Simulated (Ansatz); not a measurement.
Predict the output of the script below (the Ansatz DFT code, driven from Python).

`orders_alni.py`:
```python
"""Magnetic orders of AlNi compared."""

import ansatz
import numpy as np


def count_gap(report):
    # lowest empty less highest filled band, counting bands; zero where they overlap
    return max(report.get("gap_by_band_count_ev") or 0.0, 0.0)

CELL = [
    [1.938694, -1.95319, 0.0],
    [1.938694, 1.95319, 0.0],
    [0.0, 0.0, 6.19886],
]
ATOMS = [
    ("Al", [0.0, 0.0, 0.0]),
    ("Ni", [0.5, 0.5, 0.25]),
    ("Al", [0.0, 0.0, 0.5]),
    ("Ni", [0.5, 0.5, 0.75]),
]


def ordered(moments):
    crystal = ansatz.Crystal(lattice=ansatz.Lattice.of(CELL))
    for (symbol, position), moment in zip(ATOMS, moments):
        crystal = crystal.atom(symbol, position, moment=moment or None)
    return crystal


def main() -> None:
    # starting moments in muB, one an atom
    orders = {
        "FM": [0, 1.5, 0, 1.5],
        "AFM": [0, 1.5, 0, -1.5],
    }

    rows = []
    for label, moments in orders.items():
        job = (
            ordered(moments).calculation()
            .functional("r2SCAN")
            .pseudopotentials("paw")
            .basis(650)  # plane waves up to this kinetic energy
            .kpoints(8, 8, 4)
            .occupations(ansatz.OccupationsMethod.FERMI_DIRAC)
            .spin("collinear")
            .band_table()  # levels at the mesh points
        )
        r = job.run(threads=1, pin="off").report
        rows.append((label, r["free_energy_ev"], r["magnetization_mub"], r["absolute_magnetization_mub"], max(abs(m) for m in r["site_moments_mub"]), count_gap(r)))
        print(label, "site moments:", [round(m, 2) for m in r["site_moments_mub"]])

    lowest = min(row[1] for row in rows)
    rows = [(row[0], 1000 * (row[1] - lowest) / 2, *row[2:]) for row in sorted(rows, key=lambda row: row[1])]
    print("         order  meV/magnetic atom         net muB    absolute muB  largest site muB  gap by band count eV")
    for row in rows:
        print(f"{str(row[0]):>14s}  {row[1]:17.2f}  {row[2]:14.3f}  {row[3]:14.3f}  {row[4]:16.3f}  {row[5]:20.3f}")
    print("lowest of these starts:", rows[0][0])


if __name__ == "__main__":
    main()
```

`python orders_alni.py` gives:
```text
RunWarning: the starting moments were not kept: the SCF closed with an absolute magnetisation of 5.9e-5 μB, where they sum to 3 μB in size (2 sites). That is at most 0.1 of that sum. Measured as dr2_m measures the in/out step, that magnetisation stands 4.2e-9 eV from none, at or under the dr2_threshold of 1.0e-7 eV: it is no larger than a step whose dr2_m would equal this threshold. The system may hold no moment; this SCF shows only that its start led to no more than that. To try another start: [...]
FM site moments: [-0.0, -0.0, -0.0, -0.0]
AFM site moments: [-0.0, 0.0, 0.0, -0.0]
         order  meV/magnetic atom         net muB    absolute muB  largest site muB  gap by band count eV
            FM               0.00          -0.000           0.000             0.000                 0.000
           AFM               0.00           0.000           0.000             0.000                 0.000
lowest of these starts: FM
```
(Warnings from the package without file and line, shortened, repeats left out.)

Notes:
- The SCF didn't keep the moments it started from (some shrank, vanished or turned); what is printed is the state reached.
- The mesh is modest for a metal, so energies can be off by several to tens of meV an atom and pressures by half a GPa or more; differences at equal mesh fare better.
- Within a few hundredths of an angstrom the cell has the higher group P4/mmm; the lower one is a small distortion.
- A gap by band count of zero or less means overlapping bands, a metal.
- r2SCAN tends to overestimate the moments of itinerant magnets.
- This cell is a computed structure, which may not be the phase found in nature.
- Levels are Kohn-Sham eigenvalues on this mesh.
- Each row is the state reached from that start at the given structure, not necessarily the lowest of its order; other orders weren't tried.
- The whole script took 94 s on 1 thread of Intel(R) Xeon(R) 6975P-C (Granite Rapids), with other jobs on the host, peak memory 0.8 GiB.
